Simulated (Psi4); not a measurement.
**ULC-BOP/def2-SV(P) (density fitting, core potential) run of InH2I (SMILES [InH2][I])**

Aim: the energy change on altering one bond length of InH2I at ULC-BOP/def2-SV(P) (density fitting, core potential), from 2 runs. 

The results are computed with Psi4 1.11.

2 further runs of the same task are left out: 1 that didn't finish, 1 set aside as unsound or not needed.

**1. The system as given**

The species is InH2I (4 atoms), meant as a singlet with charge 0. As SMILES, `[InH2][I]`. The coordinates come from a PBE0-D4/def2-TZVP relaxation.

Bond lengths: In1–I2 2.673 Å, In1–H3 1.708 Å, In1–H4 1.708 Å. Angles: I2–In1–H3 113.9°, I2–In1–H4 113.9°, H3–In1–H4 132.3°.

**2. Energy and forces at ULC-BOP/def2-SV(P) (density fitting, core potential)**

Input file calc.dat:

```
memory 1.6 GB

molecule system {
  0 1
  In    -0.57296496    -0.06651836    -0.19709843
  I      4.17459398     0.48471475     1.43694775
  H     -1.90333215    -2.90167446     0.58657099
  H     -1.69829687     2.48347807    -1.82642030
  units bohr
}

set {
  reference uks
  scf_type df
}

gradient("lc-bop/def2-SV(P)")
```

Started as:

```bash
$ psi4 calc.dat calc.out -n 1
```

calc.out:

```text
[...]
    !!!  WARNING: ECP capability is in beta. Please check occupations closely.  !!!
[...]
  Running in c1 symmetry.
[...]
  Nuclear repulsion =  124.250292811703886
[...]
  Multiplicity = 1
[...]
  Nalpha       = 24
  Nbeta        = 24
[...]
    Number of basis functions: 56
[...]
   @DF-UKS iter   1:  -488.43704110471162   -4.33433e+00   8.77449e-03 ADIIS/DIIS
[...]
   @DF-UKS iter  10:  -488.59387959025815   -5.50813e-11   8.29752e-09 DIIS
[...]
   @S^2 Observed:               -9.237055565E-14
[...]
    Orbital Energies [Eh]
    ---------------------
    Alpha Occupied:
       1A     -6.839989     2A     -4.904544     3A     -4.896181
       4A     -4.894311     5A     -4.779264     6A     -3.221800
       7A     -3.212424     8A     -3.208168     9A     -2.011788
      10A     -2.009434    11A     -2.007940    12A     -2.001050
      13A     -2.000953    14A     -0.942019    15A     -0.936335
      16A     -0.935210    17A     -0.931718    18A     -0.931439
      19A     -0.832854    20A     -0.574503    21A     -0.444900
      22A     -0.402136    23A     -0.371297    24A     -0.360608
    Alpha Virtual:
      25A     -0.004167    26A      0.052096    27A      0.093981
[...]
  @DF-UKS Final Energy:  -488.59387959025815
   => Energetics <=
    Nuclear Repulsion Energy =            124.2502928117038863
    One-Electron Energy =               -1101.9221799933791317
    Two-Electron Energy =                 517.1122462206066075
    DFT Exchange-Correlation Energy =     -28.0342386291894066
    Empirical Dispersion Energy =           0.0000000000000000
    VV10 Nonlocal Energy =                  0.0000000000000000
    Total Energy =                       -488.5938795902580978
[...]
 Multipole Moments:
 ------------------------------------------------------------------------------------
     Multipole            Electronic (a.u.)      Nuclear  (a.u.)        Total (a.u.)
 ------------------------------------------------------------------------------------
 L = 1.  Multiply by 2.5417464519 to convert [e a0] to [Debye]
 Dipole X            :          0.9097608           -1.8869848           -0.9772239
 Dipole Y            :          0.1056342           -0.2191207           -0.1134865
 Dipole Z            :          0.3135828           -0.6498226           -0.3362397
 Magnitude           :                                                    1.0396648
[...]
  -Total Gradient:
     Atom            X                  Y                   Z
    ------   -----------------  -----------------  -----------------
       1       -0.002867901252    -0.000355480270    -0.000970243716
       2        0.002997674046     0.000346795361     0.001031014566
       3       -0.000022908176    -0.000854261983     0.000384071685
       4        0.000030019493     0.000878854927    -0.000397714212
[...]
```

It took 9.6 s on 1 thread of Intel Xeon Platinum 8259CL at 2.50GHz (Skylake/Cascade Lake), shared host; peak memory 0.36 GiB.

**3. The distorted shape at the same level**

Input file job.in:

```
memory 1600 mb

molecule {
  In    -0.04081997     1.06753841    -0.51056431
  I      4.70673897     1.61877152     1.12348187
  H     -1.90333215    -2.90167446     0.58657099
  H     -1.16615188     3.61753485    -2.13988618
  units bohr
  symmetry c1
}

set {
  reference uks
  scf_type df
  guess_mix true
}

result = gradient('lc-bop/def2-SV(P)')
```

Started as:

```bash
$ psi4 -i job.in -o job.out -n 1
```

job.out, shortened:

```text
[...]
    !!!  WARNING: ECP capability is in beta. Please check occupations closely.  !!!
[...]
  Running in c1 symmetry.
[...]
  Nuclear repulsion =  121.911416178025661
[...]
  Multiplicity = 1
[...]
  Nalpha       = 24
  Nbeta        = 24
[...]
    Number of basis functions: 56
[...]
   @DF-UKS iter   1:  -488.37155927239604   -4.32946e+00   8.91565e-03 DIIS/ADIIS
[...]
   @DF-UKS iter  18:  -488.53720038054297   -2.55795e-12   4.10356e-09 DIIS
[...]
   @S^2 Observed:                5.506706202E-13
[...]
  @DF-UKS Final Energy:  -488.53720038054297
   => Energetics <=
    Nuclear Repulsion Energy =            121.9114161780256609
    One-Electron Energy =               -1096.7808161425682556
    Two-Electron Energy =                 514.3069028612591183
    DFT Exchange-Correlation Energy =     -27.9747032772595183
    Empirical Dispersion Energy =           0.0000000000000000
    VV10 Nonlocal Energy =                  0.0000000000000000
    Total Energy =                       -488.5372003805429699
[...]
 Multipole Moments:
 ------------------------------------------------------------------------------------
     Multipole            Electronic (a.u.)      Nuclear  (a.u.)        Total (a.u.)
 ------------------------------------------------------------------------------------
 L = 1.  Multiply by 2.5417464519 to convert [e a0] to [Debye]
 Dipole X            :          1.6880024           -2.3135502           -0.6255479
 Dipole Y            :          1.5228510           -1.1281763            0.3946747
 Dipole Z            :         -0.0331095           -0.3985495           -0.4316590
 Magnitude           :                                                    0.8563923
[...]
  -Total Gradient:
     Atom            X                  Y                   Z
    ------   -----------------  -----------------  -----------------
       1        0.013970740080     0.047081593883    -0.016241297833
       2        0.005504370874     0.002037117391     0.001245680159
       3       -0.022942323349    -0.051677867482     0.014803191650
       4        0.003599442536     0.002530489006     0.000258325623
[...]
```

It took 11 s on 1 thread of Intel Xeon Platinum 8259CL at 2.50GHz (Skylake/Cascade Lake), shared host; peak memory 0.36 GiB.

**4. Outcome**

At ULC-BOP/def2-SV(P) (density fitting, core potential):

```
                                                          quantity          value
                                         first shape: total energy  -488.59388 Eh
                                        first shape: dipole moment         2.64 D
                                          first shape: HOMO energy       -9.81 eV
                                          first shape: LUMO energy       -0.11 eV
                                        first shape: HOMO–LUMO gap        9.70 eV
                             first shape: largest force on an atom     0.164 eV/Å
                                     distorted shape: total energy  -488.53720 Eh
                                    distorted shape: dipole moment         2.18 D
                                      distorted shape: HOMO energy       -9.81 eV
                                      distorted shape: LUMO energy       -0.25 eV
                                    distorted shape: HOMO–LUMO gap        9.55 eV
                         distorted shape: largest force on an atom     3.005 eV/Å
energy change with the In1–H3 bond stretched from 1.708 to 2.392 Å       1.542 eV
```

In words: With the In1–H3 bond stretched from 1.708 to 2.392 Å the energy rises by 1.54 eV (36 kcal/mol). The first shape isn't relaxed at this level, so the change isn't measured from a minimum.
